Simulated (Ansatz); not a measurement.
# C10H22N2OSiTi: how energies converge with the basis set

One table from this session's results is given with a row withheld; the runs are named, their logs left out.

Program: Ansatz 0.2.0, Gaussian basis. Level of theory: one geometry, several basis sets. These are calculated values, not measurements.

Plan: PBE0-D4/def2-SVP; ωB97M-V/def2-SVP; PBE0-D4/def2-QZVPP; ωB97M-V/def2-QZVPP; the functionals' def2-TZVPP values are taken from earlier runs.

### Structure used throughout

An earlier PBE0-D4 in a triple-zeta def2 set relaxation fixed the geometry.

SMILES `C[O][Ti]1234([N](C)C)([N](C)C)[C@@H]5[C@H]1[C@H]2[C@]3([SiH3])[C@@H]54`, 37 atoms, charge 0, spin multiplicity 1.

Atoms are counted from 1 here; the program's logs count them from 0.

Bond lengths: C1–O2 1.387 Å, C1–H16 1.097 Å, C1–H17 1.097 Å, C1–H18 1.099 Å, O2–Ti3 1.830 Å, Ti3–N4 1.915 Å, Ti3–N7 1.903 Å, Ti3–C10 2.391 Å, Ti3–C11 2.419 Å, Ti3–C12 2.415 Å, Ti3–C13 2.395 Å, Ti3–C15 2.357 Å, N4–C5 1.438 Å, N4–C6 1.440 Å, C5–H19 1.090 Å, C5–H20 1.103 Å, C5–H21 1.100 Å, C6–H22 1.103 Å and more. Angles: O2–C1–H16 110.2°, O2–C1–H17 110.9°, O2–C1–H18 111.6°, H16–C1–H17 107.7°, H16–C1–H18 108.2°, H17–C1–H18 108.0°, C1–O2–Ti3 138.6°, O2–Ti3–N4 100.2°, O2–Ti3–N7 109.9°, O2–Ti3–C10 126.7°, O2–Ti3–C11 142.5°, O2–Ti3–C12 112.6°, O2–Ti3–C13 85.4°, O2–Ti3–C15 93.2°, N4–Ti3–N7 100.1°, N4–Ti3–C10 88.1°, N4–Ti3–C11 108.0°, N4–Ti3–C12 141.6° and more.

The first run:

Input file in.yaml:

```yaml
crystal:
  periodic: [false, false, false]
  atoms:
    - {symbol: C, position_ang: [-2.610418, -1.389036, -0.118052]}
    - {symbol: O, position_ang: [-1.385761, -1.074050, 0.453008]}
    - {symbol: Ti, position_ang: [0.042638, 0.020725, 0.119670]}
    - {symbol: N, position_ang: [-0.864493, 1.568813, -0.549053]}
    - {symbol: C, position_ang: [-0.362258, 2.471233, -1.549164]}
    - {symbol: C, position_ang: [-1.897024, 2.176378, 0.250120]}
    - {symbol: N, position_ang: [0.939868, -0.548410, -1.459262]}
    - {symbol: C, position_ang: [0.003706, -0.914455, -2.502619]}
    - {symbol: C, position_ang: [2.286522, -0.811294, -1.882595]}
    - {symbol: C, position_ang: [1.147630, 1.443449, 1.691260]}
    - {symbol: C, position_ang: [2.167259, 0.734184, 1.030432]}
    - {symbol: C, position_ang: [2.017885, -0.634311, 1.344070]}
    - {symbol: C, position_ang: [0.904963, -0.789666, 2.201678]}
    - {symbol: Si, position_ang: [0.176330, -2.374390, 2.837011]}
    - {symbol: C, position_ang: [0.368893, 0.510110, 2.402561]}
    - {symbol: H, position_ang: [-3.349256, -1.604180, 0.663336]}
    - {symbol: H, position_ang: [-2.528875, -2.278739, -0.755100]}
    - {symbol: H, position_ang: [-2.993779, -0.563417, -0.734129]}
    - {symbol: H, position_ang: [0.391828, 1.979924, -2.164736]}
    - {symbol: H, position_ang: [0.097199, 3.369253, -1.103448]}
    - {symbol: H, position_ang: [-1.171783, 2.822189, -2.206619]}
    - {symbol: H, position_ang: [-1.533348, 3.058904, 0.802689]}
    - {symbol: H, position_ang: [-2.296314, 1.466455, 0.978435]}
    - {symbol: H, position_ang: [-2.734355, 2.514838, -0.377540]}
    - {symbol: H, position_ang: [0.218769, -0.366153, -3.431687]}
    - {symbol: H, position_ang: [-1.023593, -0.678470, -2.218338]}
    - {symbol: H, position_ang: [0.055648, -1.988144, -2.732102]}
    - {symbol: H, position_ang: [2.437653, -1.878067, -2.107186]}
    - {symbol: H, position_ang: [3.010989, -0.521242, -1.124508]}
    - {symbol: H, position_ang: [2.523903, -0.256515, -2.802842]}
    - {symbol: H, position_ang: [0.974189, 2.508054, 1.636109]}
    - {symbol: H, position_ang: [2.911534, 1.165131, 0.376985]}
    - {symbol: H, position_ang: [2.632394, -1.438732, 0.966493]}
    - {symbol: H, position_ang: [0.967508, -2.868857, 3.999598]}
    - {symbol: H, position_ang: [-1.214678, -2.138446, 3.296746]}
    - {symbol: H, position_ang: [0.207528, -3.429534, 1.792291]}
    - {symbol: H, position_ang: [-0.518922, 0.736464, 2.976501]}
basis:
  gaussian: {orbitals: def2-SVP}
hamiltonian: {xc: pbe0, dispersion: d4}
output: {orbitals: {seedname: orbitals}}
```

On the command line:

```sh
$ ansatz run in.yaml --threads 11 --pin off --events-out ev --progress --plain --max-ram 110592MiB --backend cuda --devices 0, --max-vram 75GiB
```

Steps of the session up to this table: PBE0-D4 in def2-SVP; ωB97M-V in def2-SVP; PBE0-D4 in def2-QZVPP; ωB97M-V in def2-QZVPP.

One table of the session follows, with a row left open; its other results are not shown here.

It belongs to the step «Functionals by basis». 

| functional | basis | HOMO (eV) |
| --- | --- | --- |
| PBE0-D4 | def2-SVP | -5.80 |
| PBE0-D4 | def2-TZVPP | -5.87 |
| PBE0-D4 | def2-QZVPP | -5.89 |
| ωB97M-V | def2-SVP | -7.97 |
| ωB97M-V | def2-TZVPP | -8.05 |
| ωB97M-V | def2-QZVPP | ? |

**Question.** Estimate the row for ωB97M-V, def2-QZVPP.

As computed: HOMO (eV): -8.06. In the column «HOMO (eV)» it is the lowest.
